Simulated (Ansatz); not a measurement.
**C19H14N2S4: structure and electronic state**

Aim: characterise C19H14N2S4 as a singlet: its structure, frontier levels and distribution of charge.

The runs use Ansatz 0.2.0, Gaussian basis; RKS PBE0-D4/def2-TZVP.

The runs, in order: relaxation at PBE-D4/def2-SVP; a single point at PBE0-D4/def2-TZVP.

### 1 Starting geometry

SMILES `CN(C)c1ccc(-c2ccc(-c3ccc(-c4ccc(C#N)s4)s3)s2)s1`, 39 atoms, charge 0, spin multiplicity 1.

Atoms are counted from 1 here; the program's logs count them from 0.

Bond lengths: C1–N2 1.442 Å, C1–H26 1.090 Å, C1–H27 1.089 Å, C1–H28 1.097 Å, N2–C3 1.444 Å, N2–C4 1.364 Å, C3–H29 1.088 Å, C3–H30 1.089 Å, C3–H31 1.096 Å, C4–C5 1.376 Å, C4–S25 1.742 Å, C5–C6 1.401 Å, C5–H32 1.074 Å, C6–C7 1.372 Å, C6–H33 1.076 Å, C7–C8 1.418 Å, C7–S25 1.753 Å, C8–C9 1.379 Å and more. Angles: N2–C1–H26 109.3°, N2–C1–H27 109.1°, N2–C1–H28 112.2°, H26–C1–H27 108.7°, H26–C1–H28 108.5°, H27–C1–H28 108.9°, C1–N2–C3 117.0°, C1–N2–C4 118.7°, C3–N2–C4 118.2°, N2–C3–H29 108.9°, N2–C3–H30 109.6°, N2–C3–H31 112.4°, H29–C3–H30 108.4°, H29–C3–H31 108.7°, H30–C3–H31 108.8°, N2–C4–C5 128.7°, N2–C4–S25 120.3°, C5–C4–S25 110.9° and more.

The start is a GFN2-xTB geometry.

### 2 Optimising with PBE-D4/def2-SVP

Contents of in.yaml:

```yaml
crystal:
  periodic: [false, false, false]
  atoms:
    - {symbol: C, position_ang: [-7.111300, 1.171580, 0.523570]}
    - {symbol: N, position_ang: [-6.571930, 0.165830, -0.357760]}
    - {symbol: C, position_ang: [-7.426010, -0.954500, -0.674020]}
    - {symbol: C, position_ang: [-5.221820, -0.026070, -0.385350]}
    - {symbol: C, position_ang: [-4.513780, -1.083510, -0.908780]}
    - {symbol: C, position_ang: [-3.125530, -0.911340, -0.829430]}
    - {symbol: C, position_ang: [-2.738770, 0.267220, -0.243870]}
    - {symbol: C, position_ang: [-1.436040, 0.771120, 0.000620]}
    - {symbol: C, position_ang: [-1.083770, 2.007450, 0.498550]}
    - {symbol: C, position_ang: [0.293530, 2.188370, 0.619230]}
    - {symbol: C, position_ang: [1.030690, 1.093220, 0.223670]}
    - {symbol: C, position_ang: [2.443980, 0.945700, 0.236860]}
    - {symbol: C, position_ang: [3.395870, 1.912130, 0.494120]}
    - {symbol: C, position_ang: [4.703180, 1.429320, 0.451510]}
    - {symbol: C, position_ang: [4.782350, 0.084380, 0.167480]}
    - {symbol: C, position_ang: [5.938330, -0.735540, 0.075820]}
    - {symbol: C, position_ang: [5.987160, -2.102120, -0.101860]}
    - {symbol: C, position_ang: [7.285450, -2.612380, -0.119590]}
    - {symbol: C, position_ang: [8.245850, -1.639770, 0.039460]}
    - {symbol: C, position_ang: [9.627190, -1.818300, 0.071650]}
    - {symbol: N, position_ang: [10.765000, -1.977000, 0.098870]}
    - {symbol: S, position_ang: [7.533550, -0.059510, 0.216630]}
    - {symbol: S, position_ang: [3.193310, -0.593740, -0.063620]}
    - {symbol: S, position_ang: [-0.021100, -0.191410, -0.316780]}
    - {symbol: S, position_ang: [-4.146620, 1.199490, 0.228830]}
    - {symbol: H, position_ang: [-6.528360, 2.087300, 0.424570]}
    - {symbol: H, position_ang: [-8.141660, 1.380220, 0.239320]}
    - {symbol: H, position_ang: [-7.089150, 0.857670, 1.574370]}
    - {symbol: H, position_ang: [-8.455150, -0.606770, -0.735520]}
    - {symbol: H, position_ang: [-7.143160, -1.366940, -1.641640]}
    - {symbol: H, position_ang: [-7.368270, -1.748800, 0.079210]}
    - {symbol: H, position_ang: [-4.969940, -1.957020, -1.335180]}
    - {symbol: H, position_ang: [-2.413970, -1.633230, -1.191120]}
    - {symbol: H, position_ang: [-1.815400, 2.750390, 0.763260]}
    - {symbol: H, position_ang: [0.744910, 3.087450, 0.997170]}
    - {symbol: H, position_ang: [3.148310, 2.937650, 0.697320]}
    - {symbol: H, position_ang: [5.573900, 2.036680, 0.626930]}
    - {symbol: H, position_ang: [5.100460, -2.701680, -0.206770]}
    - {symbol: H, position_ang: [7.528710, -3.653530, -0.237720]}
basis:
  gaussian: {orbitals: def2-SVP, fitting: {mean_field: def2-universal-jkfit}}
hamiltonian: {xc: pbe, dispersion: d4}
scf: {lower_state_search: "off"}
output: {orbitals: {seedname: orbitals}}
relax: {f_tol: 0.03, max_steps: 70}
```

Launch:

```
ansatz run in.yaml --threads 2 --pin off --events-out ev --progress --plain --max-ram 32768MiB --backend cuda --devices 0, --max-vram 18GiB
```

Further steps of the session: Single point, PBE0-D4/def2-TZVP.

Q: Predict the results of all the runs planned. Wanted: point group; commonest bond, hydrogen aside; HOMO, LUMO at PBE0-D4/def2-TZVP; dipole at PBE-D4/def2-SVP.

The runs gave:

```
                       quantity                           value
                    point group                              C1
 commonest bond, hydrogen aside  C–C, 16 of mean length 1.410 Å
HOMO, LUMO at PBE0-D4/def2-TZVP                 -5.10, -2.45 eV
      dipole at PBE-D4/def2-SVP                         12.37 D
```

**Reading.** The molecule keeps its bonding pattern by the stored test; the atoms moved 0.12 Å (rms). No usable vibrations, so a minimum isn't proven. The HOMO lies nearest to C7, C11 about 10 % each; N2 9 % and the LUMO to C12, C16, C19 about 8 % each; S22, S23 about 8 % each. The point group is read from a loosely relaxed geometry; soft torsions can leave it below the true symmetry.
